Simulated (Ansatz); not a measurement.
# CH4GeOS: one species, many methods

How much do the methods differ for CH4GeOS? The plan is to run it at one geometry with functionals of several rungs and with coupled cluster, and see how far each lands from CCSD(T) at the basis-set limit for the atomisation energy.

Computed with Ansatz 0.2.0, Gaussian basis. Level: functionals in def2-TZVPP, the program's frozen cores in correlated methods.

Levels to be run: PBE-D4, r2SCAN-D4, PBE0-D4, B3LYP-D4, ωB97X-V, ωB97M-V, B2PLYP; CCSD(T)/def2-TZVPP; CCSD(T)/def2-QZVPP; extrapolation to the limit.

### Step 1. Structure used throughout

The geometry comes from an earlier relaxation with PBE0-D4 in a triple-zeta def2 set; it is a stationary point, not always the lowest conformer.

SMILES `C[S][Ge][OH]`, 8 atoms, charge 0, spin multiplicity 1.

Atoms are counted from 1 here; the program's logs count them from 0.

Bond lengths: C1–S2 1.814 Å, C1–H5 1.089 Å, C1–H6 1.089 Å, C1–H7 1.092 Å, S2–Ge3 2.238 Å, Ge3–O4 1.785 Å, O4–H8 0.962 Å. Angles: S2–C1–H5 109.2°, S2–C1–H6 109.2°, S2–C1–H7 111.2°, H5–C1–H6 109.4°, H5–C1–H7 109.0°, H6–C1–H7 109.0°, C1–S2–Ge3 100.3°, S2–Ge3–O4 98.5°, Ge3–O4–H8 116.6°.

### Step 2. PBE-D4 (GGA)

in.yaml

```yaml
crystal:
  periodic: [false, false, false]
  atoms:
    - {symbol: C, position_ang: [-0.818114, 0.750054, -1.122534]}
    - {symbol: S, position_ang: [0.711022, 0.164682, -0.342600]}
    - {symbol: Ge, position_ang: [-0.129118, -0.886880, 1.445142]}
    - {symbol: O, position_ang: [1.404896, -1.439652, 2.172510]}
    - {symbol: H, position_ang: [-0.791896, 1.836747, -1.190357]}
    - {symbol: H, position_ang: [-0.893721, 0.327553, -2.123507]}
    - {symbol: H, position_ang: [-1.695004, 0.451604, -0.544135]}
    - {symbol: H, position_ang: [2.211936, -1.204117, 1.705491]}
basis:
  gaussian: {orbitals: def2-TZVPP}
hamiltonian: {xc: pbe, dispersion: d4}
output: {forces: true, orbitals: {seedname: orbitals}}
```

Started as:

```sh
ansatz run in.yaml --threads 2 --pin off --events-out ev --progress --plain --max-ram 22528MiB --backend cpu
```

After this run come: r2SCAN-D4 (meta-GGA); PBE0-D4 (hybrid); B3LYP-D4 (hybrid); ωB97X-V (range-separated); ωB97M-V (range-separated); B2PLYP (double hybrid); CCSD(T) in def2-TZVPP; CCSD(T) in def2-QZVPP.

Q: Predict the results of all the runs planned. Wanted: atomisation energy, CCSD(T)/CBS; farthest; mean size of error, hybrid; mean size of error, range-separated; gap, smallest and largest; T1 diagnostic; triples share of the correlation energy.

The runs gave:

| quantity | value |
| --- | --- |
| atomisation energy, CCSD(T)/CBS | 29.192 eV |
| functionals within 0.292 eV (1.0 %) | r2SCAN-D4, PBE0-D4, B3LYP-D4, ωB97X-V, ωB97M-V |
| farthest | PBE-D4 (+0.622 eV) |
| mean size of error, hybrid | 0.166 eV |
| mean size of error, range-separated | 0.041 eV |
| gap, smallest and largest | 3.49 eV (PBE-D4), 9.45 eV (ωB97X-V) |
| T1 diagnostic | 0.0143 |
| triples share of the correlation energy | 4.2 % |

PBE-D4 misses by +0.622 eV. Double hybrids carry the basis error of their MP2 part in triple zeta, and no dispersion term here, so their miss is partly the set-up's. The reference freezes the cores and leaves out relativity and excitations past (T), and its outer-core shells are covered unevenly, so misses under about 0.292 eV can't be ranked. Hartree-Fock recovers 69 % of the binding; the rest is correlation. The gap grows from 3.5 to 9.4 eV across the functionals, mostly with the share of exact exchange. Correlated methods include outer-core shells of Ge, which these sets cover unevenly.
